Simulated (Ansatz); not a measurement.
# FHMoO₂S: small, medium and large basis sets

How large a basis does FHMoO₂S need? Two functionals are run in growing sets.

The runs use Ansatz 0.2.0, Gaussian basis; one geometry, several basis sets.

The runs, in order: PBE0-D4/def2-SVP; ωB97M-V/def2-SVP; PBE0-D4/def2-QZVPP; ωB97M-V/def2-QZVPP; the functionals' def2-TZVPP values are taken from earlier runs.

1 further run of the same task is left out (for a known fault of the program).

**1. The geometry**

The geometry comes from an earlier relaxation with PBE0-D4 in a triple-zeta def2 set; it is a stationary point. Mo takes the def2 core potential; no spin-orbit term is included.

SMILES `[O]=[Mo]([OH])([F])=[S]`, 6 atoms, charge 0, spin multiplicity 1.

Atoms are counted from 1 here; the program's logs count them from 0.

Bond lengths: O1–Mo2 1.664 Å, Mo2–O3 1.856 Å, Mo2–F4 1.840 Å, Mo2–S5 2.104 Å, O3–H6 0.962 Å. Angles: O1–Mo2–O3 109.7°, O1–Mo2–F4 109.7°, O1–Mo2–S5 108.3°, O3–Mo2–F4 110.9°, O3–Mo2–S5 108.6°, F4–Mo2–S5 109.6°, Mo2–O3–H6 122.7°.

**2. PBE0-D4 in def2-SVP**

Input file in.yaml:

```yaml
crystal:
  periodic: [false, false, false]
  atoms:
    - {symbol: O, position_ang: [-1.383406, 0.227133, 1.044604]}
    - {symbol: Mo, position_ang: [-0.304068, 0.127916, -0.218565]}
    - {symbol: O, position_ang: [1.304988, -0.572072, 0.387398]}
    - {symbol: F, position_ang: [-1.011356, -0.918325, -1.556855]}
    - {symbol: S, position_ang: [0.040689, 2.070835, -0.947466]}
    - {symbol: H, position_ang: [1.395253, -0.999486, 1.244784]}
basis:
  gaussian: {orbitals: def2-SVP}
hamiltonian: {xc: pbe0, dispersion: d4}
output: {orbitals: {seedname: orbitals}}
```

Command:

```sh
$ ansatz run in.yaml --threads 4 --pin off --events-out ev --progress --plain --max-ram 10444MiB
```

Further steps of the session: ωB97M-V in def2-SVP; PBE0-D4 in def2-QZVPP; ωB97M-V in def2-QZVPP.

**Question.** What will the summary of the whole plan be? Wanted: PBE0-D4: double and triple zeta above quadruple; ωB97M-V: double and triple zeta above quadruple.

The runs gave:

| quantity | value |
| --- | --- |
| PBE0-D4: double and triple zeta above quadruple | 13.75, 0.81 eV |
| ωB97M-V: double and triple zeta above quadruple | 13.87, 0.77 eV |

**Reading.** For PBE0-D4 the step from double to triple zeta gains 12.94 eV and the next only 0.81 eV. Total energies overstate the basis error of differences, where much of it tends to cancel.
